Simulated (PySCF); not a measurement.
# C5H10SSi: the cost of one run

Programs: PySCF 2.14.0, with density-fitted response routines of our own. Each step states its level of theory. These are calculated values for one molecule in the gas phase, unless marked as measured. Atoms are numbered from 0 throughout.

### Step 1. Starting geometry

17 atoms, charge 0, multiplicity 1; geometry from: GFN2-xTB.

Bonds of the start (Å): C0–C1 1.31, C1–C2 1.46, C2–C3 1.52, C3–C4 1.50, C4–S5 1.84, S5–Si6 2.14, C3–C1 1.47, C0–H7 1.08, C0–H8 1.08, C2–H9 1.08, C2–H10 1.08, C3–H11 1.09, C4–H12 1.09, C4–H13 1.09, Si6–H14 1.46, Si6–H15 1.46, Si6–H16 1.45.

### Step 2. Excited states and response: PBE0/def2-SVPD

What the job is given:

```
{"job": {"kind": "uv", "xc": "PBE0", "basis": "def2-SVPD", "nstates": 8, "ntriplets": 3}, "charge": 0, "multiplicity": 1}
C     -1.596504     1.763045     0.849718
C     -1.472268     0.636563     0.199178
C     -2.089541    -0.541533    -0.412815
C     -0.576564    -0.367453    -0.386790
C      0.258774    -1.238300     0.508014
S      1.671252    -0.338117     1.260235
Si     2.816166     0.208191    -0.462992
H     -2.562449     2.157317     1.122029
H     -0.734283     2.338621     1.145014
H     -2.527032    -1.289535     0.234082
H     -2.600226    -0.437643    -1.359963
H     -0.093219    -0.119556    -1.327273
H      0.666341    -2.094581    -0.031082
H     -0.322851    -1.590799     1.358839
H      2.206454     1.354894    -1.129104
H      2.822225    -0.947047    -1.355649
H      4.126728     0.517962     0.077572
```

With the program's defaults for keys left out, this is: TDDFT PBE0/def2-SVPD, vertical, gas phase, core orbitals frozen in the response.

The run is started by

```bash
$ OMP_NUM_THREADS=1 python probes_run.py task.json out
```

The driver reads the jobs from task.json and runs them one after another.

**Question.** How long does this job take on 1 thread of Arm Neoverse N1, shared host, and how much memory does it need?

About 93 s, with a peak of 0.92 GiB.
